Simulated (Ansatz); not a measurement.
# CH3F2NbO2: the cost of one run

Method: RKS SPW92 (LDA)/def2-SVP; program: Ansatz 0.2.0.

## Step 1: The system as given

SMILES `C[O][Nb](=[O])([F])[F]`, 9 atoms, charge 0, spin multiplicity 1.

Atoms are counted from 1 here; the program's logs count them from 0.

Bond lengths: C1–O2 1.413 Å, C1–H7 1.112 Å, C1–H8 1.110 Å, C1–H9 1.110 Å, O2–Nb3 1.876 Å, Nb3–O4 1.713 Å, Nb3–F5 1.885 Å, Nb3–F6 1.885 Å. Angles: O2–C1–H7 111.1°, O2–C1–H8 109.5°, O2–C1–H9 109.5°, H7–C1–H8 109.1°, H7–C1–H9 109.1°, H8–C1–H9 108.5°, C1–O2–Nb3 142.3°, O2–Nb3–O4 106.0°, O2–Nb3–F5 110.3°, O2–Nb3–F6 110.3°, O4–Nb3–F5 108.6°, O4–Nb3–F6 108.6°, F5–Nb3–F6 112.9°.

Coordinates:

```tsv
atom	x (Å)	y (Å)	z (Å)
C1	-0.54395	-1.21409	-0.89507
O2	-0.46150	0.10938	-0.40763
Nb3	0.47747	1.18895	0.80598
O4	1.62441	0.16445	1.56030
F5	1.40131	2.55251	-0.11166
F6	-0.69144	1.85684	2.12597
H7	0.20136	-1.87079	-0.39592
H8	-1.56247	-1.61472	-0.70986
H9	-0.35678	-1.21883	-1.98921
```

This geometry comes from a loose relaxation at PBE in a small basis, which is not shown.

## Step 3: The grid

First coordinate, angle F6–Nb3–O2: 13 values from 85.5 to 135.5 °. Second coordinate, angle H7–C1–H9: 13 values from 83.8 to 133.8 °.

Nothing else is relaxed (all other coordinates rigid). Energies count from the relaxed molecule at the same level.

(The set-up runs are not shown.)

## Step 4: Grid point angle F6–Nb3–O2 = 89.7°, angle H7–C1–H9 = 112.9°

The input, input.yaml:

```yaml
crystal:
  periodic: [false, false, false]
  atoms:
    - { symbol: C, position_ang: [-0.53766, -1.194687, -0.883523] }
    - { symbol: O, position_ang: [-0.45115, 0.106118, -0.398973] }
    - { symbol: Nb, position_ang: [0.467252, 1.188518, 0.796708] }
    - { symbol: O, position_ang: [1.602222, 0.159285, 1.540389] }
    - { symbol: F, position_ang: [1.394115, 2.525194, -0.112685] }
    - { symbol: F, position_ang: [-1.113755, 1.468217, 1.742733] }
    - { symbol: H, position_ang: [0.175523, -1.838502, -0.31733] }
    - { symbol: H, position_ang: [-1.556161, -1.603619, -0.699117] }
    - { symbol: H, position_ang: [-0.353757, -1.206049, -1.981077] }
basis:
  gaussian: { orbitals: def2-SVP }
hamiltonian:
  xc: lda
output:
  forces: true
```

On the command line:

```console
$ ansatz run input.yaml --threads 1 --pin off --max-ram 2560MiB --backend cpu --events-out ev --progress --plain --runs-dir out
```

What time and memory should one allow on 1 thread of Arm Neoverse N1, shared host?

About 4.6 s, with a peak of 0.14 GiB.
